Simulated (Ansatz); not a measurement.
# Ge₂H₂ (triplet): wave-function methods side by side at distance Ge1–H3 = 5.487 Å, cc-pVDZ

The task here is to estimate one member of a computed series from the others.

Computed with Ansatz 0.2.0, Gaussian basis. Level: cc-pVDZ, core rule «outside noble gas», up to 28 orbitals frozen.

Plan: UHF; CCSD(T) on ROHF; BCCD(T) on ROHF.

33 further runs of the same task are left out: 1 for a mislabelled method, 27 that didn't finish, 5 set aside as unsound or not needed.

## The geometry

The geometry derives from a PBE0/def2-TZVP stationary point (not a proven minimum). One bond is set to the value named and the two fragments are kept rigid. No spin-orbit coupling is included. The filled d shell of Ge may be among the frozen orbitals whatever the setting's name suggests; the logs give the count.

4 atoms, charge 0, spin multiplicity 3.

Atoms are counted from 1 here; the program's logs count them from 0.

Bond lengths: Ge1–Ge2 2.407 Å, Ge2–H4 1.581 Å. Angles: Ge1–Ge2–H4 103.7°.

Set-up of the first run:

Input file in.yaml:

```yaml
crystal:
  periodic: [false, false, false]
  atoms:
    - {symbol: Ge, position_ang: [0.000000, -0.088098, 1.194056]}
    - {symbol: Ge, position_ang: [0.000000, 0.036880, -1.209362]}
    - {symbol: H, position_ang: [0.000000, 5.169146, 2.765220]}
    - {symbol: H, position_ang: [0.000000, -1.478048, -1.662109]}
basis:
  gaussian: {orbitals: cc-pVDZ}
magnetization: {spin_polarized: true, initial_magnetization: 2}
hamiltonian: {xc: hf}
output: {orbitals: {seedname: orbitals}}
```

The run is started by

```console
$ ansatz run in.yaml --threads 1 --pin off --events-out ev --progress --plain --max-ram 2393MiB
```

Steps of the session up to this table: UHF; CCSD(T) on ROHF; BCCD(T) on ROHF.

One of the session's tables, all rows but one given; the rest of the session is left out.

| method | from RCCSD(T) (kJ/mol) |
| --- | --- |
| ROHF | +471.1 |
| RMP2 | +114.0 |
| RCCSD | +19.2 |
| RCCSD(T) | 0 |
| BCCD(T) | ? |

Estimate the missing values for BCCD(T).

**Answer.** from RCCSD(T) (kJ/mol): -0.1. In the column «from RCCSD(T) (kJ/mol)» it is the lowest.
